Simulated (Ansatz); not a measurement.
# ZnH₃O+: one structure at several levels

An exercise on one series of results from a longer session: the logs are not shown, and one member is left open.

Computed with Ansatz 0.2.0, Gaussian basis. Level: single points in def2-TZVPP.

Correlated methods freeze the cores. The 3s and 3p shells of Cu and Zn are frozen; filled d shells are correlated. B3LYP uses VWN-RPA correlation.

### The starting structure

SMILES `[OH2+][ZnH]`, 5 atoms, charge 1, spin multiplicity 1.

Atoms are counted from 1 here; the program's logs count them from 0.

Bond lengths: O1–Zn2 1.908 Å, O1–H3 1.070 Å, O1–H4 1.041 Å, Zn2–H5 1.591 Å. Angles: Zn2–O1–H3 130.6°, Zn2–O1–H4 125.9°, H3–O1–H4 102.7°, O1–Zn2–H5 179.2°.

As a file:

```xyz
5

O    -0.34070   -0.74130    0.16370
Zn    0.50290    0.93890   -0.16030
H    -1.30880   -0.97060    0.55840
H    -0.00200   -1.66900   -0.16700
H     1.22430    2.32970   -0.43930
```

Set-up of the first run:

File run/in.yaml:

```yaml
crystal:
  periodic: [false, false, false]
  atoms:
    - {symbol: O, position_ang: [-0.340700, -0.741300, 0.163700]}
    - {symbol: Zn, position_ang: [0.502900, 0.938900, -0.160300]}
    - {symbol: H, position_ang: [-1.308800, -0.970600, 0.558400]}
    - {symbol: H, position_ang: [-0.002000, -1.669000, -0.167000]}
    - {symbol: H, position_ang: [1.224300, 2.329700, -0.439300]}
basis:
  gaussian: {orbitals: def2-TZVPP}
total_charge: 1
correlation: {method: ccsd_t, frozen_orbitals: {H: 0, O: 1, Zn: 9}}
output: {forces: true}
```

No record of the launch command was kept for these runs.

Among the steps run: CCSD(T)/def2-TZVPP; PBE0-D4/def2-TZVPP; wB97M-V/def2-TZVPP; r2SCAN-D4/def2-TZVPP; PBE-D4/def2-TZVPP; HSE06-D4/def2-TZVPP; B3LYP-D4/def2-TZVPP.

One table of the session follows, with a row left open; its other results are not shown here.

```
   method  RMS force component (eV/Å)  angle to CCSD(T) forces (°)
  CCSD(T)                       1.782                    reference
  PBE0-D4                           ?                            ?
  wB97M-V                       1.798                          1.4
r2SCAN-D4                       1.714                          1.8
   PBE-D4                       1.585                          2.8
 HSE06-D4                       1.798                          1.4
 B3LYP-D4                       1.753                          1.9
```

**Question.** Estimate the row for PBE0-D4.

As computed: RMS force component (eV/Å): 1.799; angle to CCSD(T) forces (°): 1.3. In the column «RMS force component (eV/Å)» it is the highest.
